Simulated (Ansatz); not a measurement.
**TaO+ (septet): from Hartree-Fock to the top rungs, def2-QZVPP**

An exercise on one series of results from a longer session: the logs are not shown, and one member is left open.

Program: Ansatz 0.2.0, Gaussian basis. Level of theory: def2-QZVPP, core rule «outside noble gas», up to 5 orbitals frozen. These are calculated values, not measurements.

Plan: UHF; ROHF; CCSD(T) on UHF.

## What is computed

The geometry is a PBE0/def2-TZVP stationary point (not a proven minimum) of the parent state, kept for this charge and spin. No spin-orbit coupling is included. Elements past krypton take def2 core potentials.

2 atoms, charge 1, spin multiplicity 7.

Atoms are counted from 1 here; the program's logs count them from 0.

Bond lengths: Ta1–O2 1.864 Å.

Coordinates:

| atom | x (Å) | y (Å) | z (Å) |
| --- | --- | --- | --- |
| Ta1 | 0.00000 | 0.00000 | 0.00000 |
| O2 | 0.00000 | 0.00000 | 1.86420 |

The first run:

The input, in.yaml:

```yaml
crystal:
  periodic: [false, false, false]
  atoms:
    - {symbol: Ta, position_ang: [0.000000, 0.000000, 0.000000]}
    - {symbol: O, position_ang: [0.000000, 0.000000, 1.864200]}
basis:
  gaussian: {orbitals: "def2-QZVPP.json"}
total_charge: 1
magnetization: {spin_polarized: true, initial_magnetization: 6}
hamiltonian: {xc: hf}
output: {orbitals: {seedname: orbitals}}
```

On the command line:

```bash
$ ansatz run in.yaml --threads 1 --pin off --events-out ev --progress --plain --max-ram 4096MiB --backend cpu
```

Steps of the session up to this table: UHF; ROHF; CCSD(T) on UHF.

One of the session's tables, all rows but one given; the rest of the session is left out.

```
  method  from UCCSD(T) (meV)
    ROHF                    ?
     UHF              +6214.5
    UMP2               +753.5
   UCCSD               +156.2
UCCSD(T)                    0
```

Estimate the missing values for ROHF.

As computed: from UCCSD(T) (meV): +6524.5. In the column «from UCCSD(T) (meV)» it is the highest.
